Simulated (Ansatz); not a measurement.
**r2SCAN/6-31G(d) (spherical functions) run of CH4BGaO2 (SMILES [OH][Ga]1[BH]O[CH2]1)**

What is the vertical ionisation energy of CH4BGaO2 at r2SCAN/6-31G* (spherical functions)? 

Program for the calculation: Ansatz 0.2.0.

95 further runs of the same task are left out: 95 set aside as unsound or not needed. Runs told in other sessions of the task aren't counted.

## Step 1: The structure to begin with

CH4BGaO2 has 9 atoms, charge 0, and is taken as a singlet. As SMILES, `[OH][Ga]1[BH]O[CH2]1`. The coordinates come from a PBE0-D4/def2-TZVP relaxation. This is one conformer, not always the lowest.

Bond lengths: O1–Ga2 1.783 Å, Ga2–B3 2.109 Å, B3–O4 1.344 Å, Ga2–C5 2.048 Å, O4–C5 1.464 Å, O1–H6 0.960 Å, B3–H7 1.194 Å, C5–H8 1.092 Å, C5–H9 1.092 Å. Some angles: O1–Ga2–B3 155.6°, O1–Ga2–C5 135.3°, B3–Ga2–C5 69.1°, Ga2–B3–O4 88.8°, B3–O4–C5 114.1°, Ga2–C5–O4 88.1°, Ga2–O1–H6 114.5°, Ga2–B3–H7 149.7°, O4–B3–H7 121.5°, Ga2–C5–H8 120.2°.

## Step 2: A single-point energy at r2SCAN/6-31G(d) (spherical functions)

The input, input.yaml:

```yaml
basis:
  gaussian: {orbitals: 6-31G_st_-spherical.json}
crystal:
  periodic: [false, false, false]
  atoms:
    - {symbol: O, position_ang: [-0.140900, 2.668400, -0.180000]}
    - {symbol: Ga, position_ang: [0.206000, 0.920500, -0.222600]}
    - {symbol: B, position_ang: [1.299500, -0.808200, -0.735000]}
    - {symbol: O, position_ang: [0.383300, -1.546100, -0.084800]}
    - {symbol: C, position_ang: [-0.698300, -0.762500, 0.515200]}
    - {symbol: H, position_ang: [-0.939100, 2.905000, 0.298100]}
    - {symbol: H, position_ang: [2.237800, -1.312200, -1.273600]}
    - {symbol: H, position_ang: [-0.704200, -0.956900, 1.589800]}
    - {symbol: H, position_ang: [-1.644100, -1.108100, 0.092800]}
magnetization: {spin_polarized: false, initial_magnetization: 0}
hamiltonian: {xc: r2scan}
accuracy: high
output: {orbitals: {seedname: orbitals}}
```

The basis set 6-31G* is read from a file made from the Basis Set Exchange's data (not shown).

On the command line:

```console
$ ansatz run input.yaml --threads 1 --pin off --max-ram 2610MiB --events-out events.jsonl --progress --plain --runs-dir runs
```

The log of the run:

```text
Warning: RAYON_NUM_THREADS=1 ignored (pool sized by the plan → 1); use --threads N
Functional definition: r2SCAN
  name "r2SCAN"
  parameter k0 = 0.174
  parameter k1 = 0.065
  parameter a1 = 4.9479
  exchange = r2scan_x(k0 = k0, k1 = k1, a1 = a1)
  correlation = r2scan_c
2182 factors; integrals over basis functions are off by at most 8.8e-9 eV
mean field evaluation 1: about -58229.5360 eV, gradient 7.1e1 eV
mean field evaluation 2: about -58181.4315 eV, gradient 1.6e2 eV
mean field evaluation 4: about -58238.8988 eV, gradient 1.2e1 eV
mean field evaluation 8: about -58239.2696 eV, gradient 6.1e-1 eV
mean field evaluation 16: about -58239.2618 eV, gradient 1.1e-4 eV
mean field -58239.26178466 eV, -2140.2533945966 hartree, gradient 6.4e-8 eV, S^2 0.000000; 0 other end points of the search recorded, 0 dependent functions left out
reference -58239.26178586 eV, -2140.2533946411 hartree; 31, 31 occupied and 65, 65 virtual orbitals, 2182 factors
Total energy: -58239.26178586 eV, -2140.2533946411 hartree
```

Wall time 23 s (1 thread of Arm Neoverse V1, shared host); peak memory 0.33 GiB.

## Step 3: The doublet cation

The input, job.yaml:

```yaml
crystal:
  periodic: [false, false, false]
  atoms:
    - {symbol: O, position_ang: [-0.140900, 2.668400, -0.180000]}
    - {symbol: Ga, position_ang: [0.206000, 0.920500, -0.222600]}
    - {symbol: B, position_ang: [1.299500, -0.808200, -0.735000]}
    - {symbol: O, position_ang: [0.383300, -1.546100, -0.084800]}
    - {symbol: C, position_ang: [-0.698300, -0.762500, 0.515200]}
    - {symbol: H, position_ang: [-0.939100, 2.905000, 0.298100]}
    - {symbol: H, position_ang: [2.237800, -1.312200, -1.273600]}
    - {symbol: H, position_ang: [-0.704200, -0.956900, 1.589800]}
    - {symbol: H, position_ang: [-1.644100, -1.108100, 0.092800]}
basis:
  gaussian:
    orbitals: 6-31G_st_-spherical.json
accuracy: high
hamiltonian:
  xc: r2scan
total_charge: 1
magnetization:
  spin_polarized: true
  initial_magnetization: 1
output: {orbitals: {seedname: orbitals}}
```

The basis set 6-31G* is read from a file made from the Basis Set Exchange's data (not shown).

On the command line:

```console
$ ansatz run job.yaml --threads 1 --pin off --max-ram 2610MiB --events-out events.jsonl --progress --plain --runs-dir runs
```

The log of the run (excerpt; [...] marks lines left out):

```text
Warning: RAYON_NUM_THREADS=1 ignored (pool sized by the plan → 1); use --threads N
[... 7 set-up lines as earlier in the session ...]
2182 factors; integrals over basis functions are off by at most 8.8e-9 eV
mean field evaluation 1: about -58209.6303 eV, gradient 7.3e1 eV
mean field evaluation 2: about -58040.2243 eV, gradient 1.8e2 eV
mean field evaluation 4: about -58218.6909 eV, gradient 4.1e1 eV
mean field evaluation 8: about -58230.3799 eV, gradient 2.3e0 eV
mean field evaluation 16: about -58230.3974 eV, gradient 2.6e-3 eV
mean field evaluation 32: about -58230.3974 eV, gradient 4.9e-8 eV
mean field -58230.39737176 eV, -2139.9276334311 hartree, gradient 4.9e-8 eV, S^2 0.760755; 2 other end points of the search recorded, 0 dependent functions left out
reference -58230.39737750 eV, -2139.9276336423 hartree; 31, 30 occupied and 65, 66 virtual orbitals, 2182 factors
Total energy: -58230.39737750 eV, -2139.9276336423 hartree
```

Wall time 48 s (1 thread of Arm Neoverse V1, shared host); peak memory 0.52 GiB.

## Step 4: What came out

Level: r2SCAN/6-31G* (spherical functions).

```
                                          quantity           value
                    singlet CH4BGaO2: total energy  -2140.25339 Eh
                     singlet CH4BGaO2: HOMO energy        -5.87 eV
                     singlet CH4BGaO2: LUMO energy        -2.29 eV
                   singlet CH4BGaO2: HOMO–LUMO gap         3.58 eV
                      doublet cation: total energy  -2139.92763 Eh
doublet cation: HOMO energy (highest over α and β)       -12.76 eV
 doublet cation: LUMO energy (lowest over α and β)       -11.76 eV
                              doublet cation: ⟨S²⟩           0.761
vertical ionisation energy (to the doublet cation)        8.864 eV
```

**Reading.** The vertical ionisation energy comes to 8.86 eV (204 kcal/mol). −ε(HOMO) before ionisation, 5.87 eV, is 3.00 eV below this ionisation energy.
